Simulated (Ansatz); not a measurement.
# CH₈AlNSi: one species, many methods

The task here is to estimate one member of a computed series from the others.

Computed with Ansatz 0.2.0, Gaussian basis. Level: functionals in def2-TZVPP, the program's frozen cores in correlated methods.

Levels to be run: PBE-D4, r2SCAN-D4, PBE0-D4, B3LYP-D4, ωB97X-V, ωB97M-V, B2PLYP; CCSD(T)/def2-TZVPP; MP2/def2-QZVPP; extrapolation to the limit.

### The relaxed structure

The geometry comes from an earlier relaxation with PBE0-D4 in a triple-zeta def2 set; it is a stationary point, not always the lowest conformer.

12 atoms, charge 0, spin multiplicity 1.

Atoms are counted from 1 here; the program's logs count them from 0.

Bond lengths: N1–C2 1.520 Å, N1–Al3 2.002 Å, N1–H5 1.010 Å, N1–H6 1.010 Å, C2–Al3 1.954 Å, C2–H7 1.087 Å, C2–H8 1.087 Å, Al3–Si4 2.449 Å, Al3–H9 1.590 Å, Si4–H10 1.497 Å, Si4–H11 1.493 Å, Si4–H12 1.493 Å. Angles: C2–N1–Al3 65.8°, C2–N1–H5 114.0°, C2–N1–H6 113.9°, Al3–N1–H5 123.5°, Al3–N1–H6 122.4°, H5–N1–H6 109.2°, N1–C2–Al3 69.1°, N1–C2–H7 110.6°, N1–C2–H8 110.7°, Al3–C2–H7 122.8°, Al3–C2–H8 123.2°, H7–C2–H8 110.5°, N1–Al3–C2 45.2°, N1–Al3–Si4 109.4°, N1–Al3–H9 110.2°, C2–Al3–Si4 116.6°, C2–Al3–H9 117.9°, Si4–Al3–H9 125.4° and more.

Set-up of the first run:

File in.yaml:

```yaml
crystal:
  periodic: [false, false, false]
  atoms:
    - {symbol: N, position_ang: [-1.346443, 0.784779, 0.060859]}
    - {symbol: C, position_ang: [-0.238291, 1.396948, 0.902402]}
    - {symbol: Al, position_ang: [-0.052231, -0.546336, 0.809052]}
    - {symbol: Si, position_ang: [1.345299, -1.427580, -0.998133]}
    - {symbol: H, position_ang: [-1.342228, 1.084104, -0.904060]}
    - {symbol: H, position_ang: [-2.271581, 0.915952, 0.445282]}
    - {symbol: H, position_ang: [-0.652128, 1.907933, 1.767868]}
    - {symbol: H, position_ang: [0.361321, 2.080898, 0.307922]}
    - {symbol: H, position_ang: [-0.751073, -1.416809, 1.940739]}
    - {symbol: H, position_ang: [1.438281, -0.439014, -2.118739]}
    - {symbol: H, position_ang: [0.835637, -2.693467, -1.604813]}
    - {symbol: H, position_ang: [2.750537, -1.702507, -0.574381]}
basis:
  gaussian: {orbitals: def2-TZVPP}
hamiltonian: {xc: pbe, dispersion: d4}
output: {forces: true, orbitals: {seedname: orbitals}}
```

The run is started by

```console
$ ansatz run in.yaml --threads 4 --pin off --events-out ev --progress --plain --max-ram 10444MiB
```

Steps of the session up to this table: PBE-D4 (GGA); r2SCAN-D4 (meta-GGA); PBE0-D4 (hybrid); B3LYP-D4 (hybrid); ωB97X-V (range-separated); ωB97M-V (range-separated); B2PLYP (double hybrid); CCSD(T) in def2-TZVPP; MP2 in def2-QZVPP.

One table of the session follows, with a row left open; its other results are not shown here.

It belongs to the step «Atomisation energies». 

| method | atomisation energy (kJ/mol) |
| --- | --- |
| PBE-D4 | 3796.1 |
| r2SCAN-D4 | 3775.8 |
| PBE0-D4 | 3759.0 |
| B3LYP-D4 | 3782.0 |
| ωB97X-V | 3806.4 |
| ωB97M-V | 3787.8 |
| B2PLYP | 3727.1 |
| HF/def2-TZVPP | ? |
| MP2/def2-TZVPP | 3674.2 |
| CCSD/def2-TZVPP | 3638.2 |
| CCSD(T)/def2-TZVPP | 3681.6 |
| MP2/CBS | 3773.8 |
| CCSD(T)/CBS | 3781.2 |

Q: Estimate the row for HF/def2-TZVPP from the others.

The run gave: atomisation energy (kJ/mol): 2750.6. In the column «atomisation energy (kJ/mol)» it is the lowest.
